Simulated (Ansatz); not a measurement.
# CH₇FGeSi: small, medium and large basis sets

The task here is to estimate one member of a computed series from the others.

Method: one geometry, several basis sets; program: Ansatz 0.2.0, Gaussian basis.

The runs, in order: PBE0-D4/def2-SVP; ωB97M-V/def2-SVP; PBE0-D4/def2-QZVPP; ωB97M-V/def2-QZVPP; the functionals' def2-TZVPP values are taken from earlier runs.

## The relaxed structure

All runs share one geometry, relaxed beforehand with PBE0-D4 in a triple-zeta def2 set.

11 atoms, charge 0, spin multiplicity 1.

Atoms are counted from 1 here; the program's logs count them from 0.

Bond lengths: C1–Si2 1.858 Å, C1–H5 1.094 Å, C1–H6 1.093 Å, C1–H7 1.092 Å, Si2–F3 1.609 Å, Si2–Ge4 2.383 Å, Si2–H8 1.488 Å, Ge4–H9 1.540 Å, Ge4–H10 1.539 Å, Ge4–H11 1.537 Å. Angles: Si2–C1–H5 110.0°, Si2–C1–H6 110.7°, Si2–C1–H7 111.3°, H5–C1–H6 108.1°, H5–C1–H7 108.2°, H6–C1–H7 108.5°, C1–Si2–F3 108.8°, C1–Si2–Ge4 112.3°, C1–Si2–H8 110.4°, F3–Si2–Ge4 108.2°, F3–Si2–H8 106.8°, Ge4–Si2–H8 110.2°, Si2–Ge4–H9 109.7°, Si2–Ge4–H10 111.0°, Si2–Ge4–H11 111.6°, H9–Ge4–H10 107.9°, H9–Ge4–H11 108.1°, H10–Ge4–H11 108.4°.

The first run:

in.yaml

```yaml
crystal:
  periodic: [false, false, false]
  atoms:
    - {symbol: C, position_ang: [0.198447, 1.571456, 0.734901]}
    - {symbol: Si, position_ang: [0.401263, -0.275595, 0.712749]}
    - {symbol: F, position_ang: [1.971468, -0.625050, 0.762896]}
    - {symbol: Ge, position_ang: [-0.519024, -1.264515, -1.249847]}
    - {symbol: H, position_ang: [-0.864060, 1.830545, 0.743431]}
    - {symbol: H, position_ang: [0.660227, 1.999843, 1.627930]}
    - {symbol: H, position_ang: [0.653816, 2.031474, -0.144715]}
    - {symbol: H, position_ang: [-0.212370, -0.878886, 1.927136]}
    - {symbol: H, position_ang: [-2.033632, -0.990539, -1.307194]}
    - {symbol: H, position_ang: [0.117116, -0.668878, -2.517995]}
    - {symbol: H, position_ang: [-0.307952, -2.786855, -1.268794]}
basis:
  gaussian: {orbitals: def2-SVP}
hamiltonian: {xc: pbe0, dispersion: d4}
output: {orbitals: {seedname: orbitals}}
```

Launch:

```
ansatz run in.yaml --threads 4 --pin off --events-out ev --progress --plain --max-ram 10444MiB
```

Steps of the session up to this table: PBE0-D4 in def2-SVP; ωB97M-V in def2-SVP; PBE0-D4 in def2-QZVPP; ωB97M-V in def2-QZVPP.

One table of the session follows, with a row left open; its other results are not shown here.

```
functional       basis  HOMO (eV)  LUMO (eV)
   PBE0-D4    def2-SVP          ?          ?
   PBE0-D4  def2-TZVPP      -8.01      -0.06
   PBE0-D4  def2-QZVPP      -8.02      -0.16
   ωB97M-V    def2-SVP     -10.01       2.11
   ωB97M-V  def2-TZVPP     -10.06       1.71
   ωB97M-V  def2-QZVPP     -10.07       1.45
```

**Question.** Estimate the row for PBE0-D4, def2-SVP.

**Answer.** HOMO (eV): -7.99; LUMO (eV): 0.21. In the column «HOMO (eV)» it is the highest.
